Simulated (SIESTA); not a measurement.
Crystal: Zr3S2.

```
Zr S
1.0
     2.90254    1.67578    3.48777
    -2.90254    1.67578    3.48777
     0.00000   -3.35156    3.48777
Zr S
3 2
Direct
  0.83873 0.50000 0.16127
  0.50000 0.16127 0.83873
  0.16127 0.83873 0.50000
  0.66502 0.66502 0.66502
  0.33498 0.33498 0.33498
```

The cell comes from a database or a generator and needn't be the stable form of this composition.

- Program: SIESTA 5.4.2
- Task: single point
- Functional: PBE
- Potentials or basis: PseudoDojo 0.4 standard (PBE files)
- Basis: DZP (energy shift 0.003 Ry; two zetas on semicore shells)
- Grid cutoff: 800 Ry
- Energy shift: 0.003 Ry
- k mesh: 6 × 6 × 6
- Occupations: fermi-dirac, width 0.05 eV
- Spin: no spin polarisation

On this cell: pressure 0.6 GPa; largest force 0.072 eV/Å; band gap on the k mesh none (metal or under the smearing width).

The same run follows on a disturbed copy (atoms moved at random, drawn with an rms of 0.05 Å):

```
CELL_PARAMETERS angstrom
2.90254 1.67578 3.48777
-2.90254 1.67578 3.48777
0.00000 -3.35156 3.48777
ATOMIC_POSITIONS crystal
Zr 0.84516 0.49576 0.14686
Zr 0.49626 0.16190 0.84770
Zr 0.14023 0.85679 0.49747
S 0.65685 0.66433 0.66125
S 0.33267 0.34574 0.33784
```

Problem. What changes?

Solution. The energy (extrapolated to zero smearing) moves by +14.2 meV/atom; pressure 0.0 GPa; largest force 0.752 eV/Å; band gap on the k mesh none (metal or under the smearing width).

Forces in eV/Å, atoms in the order of the input:
```
Zr  -0.463 -0.478  0.324
Zr   0.011  0.354 -0.425
Zr   0.727  0.042  0.187
S   -0.270  0.202 -0.064
S   -0.005 -0.120 -0.022
```

Stress tensor (GPa, compression positive):
```
-0.90 -0.05  0.24
-0.05  0.15  0.69
 0.24  0.69  0.80
```

Caveats: the basis of atomic orbitals isn't converged, which shifts pressures, moduli and gaps.
